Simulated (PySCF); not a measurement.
**TiCl: from the state search to spectroscopic constants**

One table from this session's results is given with a row withheld; the runs are named, their logs left out.

Method: Ti x2c-TZVPPall, Cl x2c-TZVPPall, spin-free X2C with a Gaussian nucleus; program: PySCF 2.14.0.

The first run:

Settings of the job:

- atoms: Ti, Cl
- charge: 0
- basis: Ti x2c-TZVPPall, Cl x2c-TZVPPall
- Hamiltonian: spin-free X2C with a Gaussian nucleus
- basis functions: 106
- electrons treated: 39
- masses in u: 47.9479, 34.9689
- levels: PBE0, PBE, r²SCAN, r²SCANh, PW91, BP86, BLYP, HSE06, HF, MP2, SCS-MP2, CCSD, CCSD(T)
- grid: 80 radial by 434 angular points
- occupations: held fixed by the projection of orbital angular momentum
- dissociation limit: Ti + Cl, each in its ground configuration
- starting distance in angstrom: 2.235
- values of 2S to try: 1, 3, 5

Launch:

```bash
> OMP_NUM_THREADS=2 python dia.py task.json out
```

Among the steps run: The job; The PBE0 curve of the state that the search chose; Excited determinants; PBE (GGA); r²SCAN (meta-GGA); r²SCANh (hybrid meta-GGA); PW91 (GGA); BP86 (GGA); BLYP (GGA); HSE06 (range-separated hybrid); UHF; MP2 and coupled cluster.

One of the session's tables, all rows but one given; the rest of the session is left out.

```
      level  Re (Å)  ωe (cm⁻¹)  De (eV)
        UHF   2.367        375     3.62
    UHF-MP2   2.278        398     4.30
UHF-SCS-MP2   2.301        391     4.00
   UHF-CCSD   2.288        399     4.00
UHF-CCSD(T)   2.277        402     4.07
        PBE   2.240        408     4.95
       PW91   2.238        409     5.00
       BLYP   2.265        396     4.51
       BP86   2.242        407     4.88
     r²SCAN   2.248        411     5.10
    r²SCANh       ?          ?        ?
       PBE0   2.255        408     4.65
      HSE06   2.255        408     4.64
```

**Question.** Estimate the row for r²SCANh.

The run gave: Re (Å): 2.254; ωe (cm⁻¹): 410; De (eV): 4.94. In the column «Re (Å)» it lies between r²SCAN (2.248) and PBE0 (2.255).

Limits of these values: The state is the lowest single determinant that the PBE0 search found; with open d or f shells the true ground state can be another one.
